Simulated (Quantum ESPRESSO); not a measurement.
The system is Cd2S.

```xyz
3
Lattice="3.9627 0.0000 0.0000 -1.9813 3.4318 0.0000 0.0000 0.0000 5.8092" Properties=species:S:1:pos:R:3 pbc="T T T"
Cd    0.0000    2.2878    5.4183
Cd    1.9813    1.1439    3.3620
S     0.0000    2.2878    2.1245
```

The cell comes from a database or a generator and needn't be the stable form of this composition.

* Program: Quantum ESPRESSO 7.5
* Task: single point
* Functional: PBE
* Potentials or basis: SSSP 1.3 efficiency PBE
* Cutoff: 816 eV
* Density cutoff: 6531 eV
* k mesh: 8 × 8 × 5
* Occupations: fermi-dirac, width 0.05 eV
* Spin: no spin polarisation

On this cell: pressure -0.2 GPa; largest force 0.054 eV/Å; band gap on the k mesh 0.24 eV, indirect (least direct gap 0.57 eV).

The same run follows on a disturbed copy (atoms moved at random, drawn with an rms of 0.05 Å):

```
Cd S
1.0
     3.96267    0.00000    0.00000
    -1.98134    3.43177    0.00000
     0.00000    0.00000    5.80919
Cd S
2 1
Direct
  0.32600 0.65881 0.93410
  0.68459 0.35091 0.57211
  0.31890 0.65703 0.35867
```

**Question.** What changes?

**Answer.** The energy moves by +11.3 meV/atom; pressure 0.3 GPa; largest force 0.508 eV/Å; band gap on the k mesh 0.15 eV, indirect (least direct gap 0.47 eV).

Forces in eV/Å, atoms in the order of the input:
```
Cd   0.015  0.005 -0.293
Cd  -0.355 -0.327  0.096
S    0.339  0.322  0.197
```

Stress tensor (GPa, compression positive):
```
 0.64  0.72 -0.62
 0.72 -0.87 -0.58
-0.62 -0.58  1.06
```

Caveats: an odd mesh through Γ misses points on the zone boundary, where band edges often lie.
